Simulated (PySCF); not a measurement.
**MoOF: quartet, from a bent start**

The task is one start of a wider search on MoOF: the quartet, from a bent start. It is relaxed, tested by its Hessian and followed downhill if it is a saddle.

Program: PySCF 2.14.0. Level of theory: PBE0, basis Mo def2-TZVP with ECP28, O def2-TZVP, F def2-TZVP, scalar-relativistic core potentials, no spin–orbit coupling, density fitting. These are calculated values, not measurements.

## 1. The starting structure

3 atoms, charge 0, spin multiplicity 4.

Bond lengths: Mo1–O2 1.780 Å, Mo1–F3 2.020 Å. Angles: O2–Mo1–F3 110.0°.

Coordinates in bohr (charge 0 multiplicity 4):
```
Mo    0.0000    0.0000    0.0000
O    -2.7554    0.0000    1.9294
F     3.1269    0.0000    2.1894
```

## 2. First SCF at the start

The steps below are one call of a driver around PySCF. For each, scf.py gives the equivalent set-up of the SCF; relaxations use the driver's own optimiser. After this first run the driver tries any further starts and a stability analysis.

File scf.py:

```python
from pyscf import gto, scf, dft
mol = gto.M(atom='''
Mo     0.000000     0.000000     0.000000
O     -1.458100     0.000000     1.021000
F      1.654700     0.000000     1.158600''',
    basis={'Mo': 'def2-TZVP', 'O': 'def2-TZVP', 'F': 'def2-TZVP'},
    ecp={'Mo': 'def2-TZVP'},
    charge=0, spin=3)
mf = dft.UKS(mol, xc='PBE0')
mf.grids.atom_grid = (50, 194)
aux = {'Mo': 'def2-universal-JKFIT', 'O': 'def2-universal-JKFIT', 'F': 'def2-universal-JKFIT'}
mf = mf.density_fit(auxbasis=aux)
mf.conv_tol = 1e-08
mf.diis_space = 10
mf.max_cycle = 60
mf.init_guess = 'minao'
mf.verbose = 4
mf.kernel()
```

On the command line:

```sh
OMP_NUM_THREADS=4 python axn.py task.json out
```

Further steps of the session: Relaxation: bent start, quartet; Is it a minimum? Harmonic modes.

Before running it: what results should come out? Wanted: minimum; geometry; wavenumbers; dipole moment; highest occupied, lowest empty level; polar-tensor charge of Mo1; zero-point energy; atomisation energy; ⟨S²⟩.

As calculated:

```
                                          quantity                                      value
                                           minimum                                quartet, Cs
                                          geometry  Mo–F 1.879 Å, Mo–O 1.666 Å; F–Mo–O 140.8°
                                wavenumbers (cm⁻¹)              182 (a'), 656 (a'), 1043 (a')
                                     dipole moment                                     1.42 D
highest occupied, lowest empty level (either spin)                            -6.50, -2.76 eV
                        polar-tensor charge of Mo1                                    +1.32 e
                                 zero-point energy                                11.3 kJ/mol
                               entropy at 298.15 K                            289.0 J/(mol K)
         atomisation energy (no zero-point energy)                                1057 kJ/mol
                                              ⟨S²⟩                                      3.780
```

What this shows: The molecule stays Cs, as typed, and the end point is a minimum. In the infrared the band at 1043 cm⁻¹ (a', stretch) leads. Most of the spin sits on Mo1 (Mulliken spin 3.16, against 3 for the whole molecule). The first SCF alone would have been 57 kJ/mol too high. Other starts or spin states, not run here, may lie lower. Open d and f shells are described by one determinant, and the ground state may have another occupation or spin.
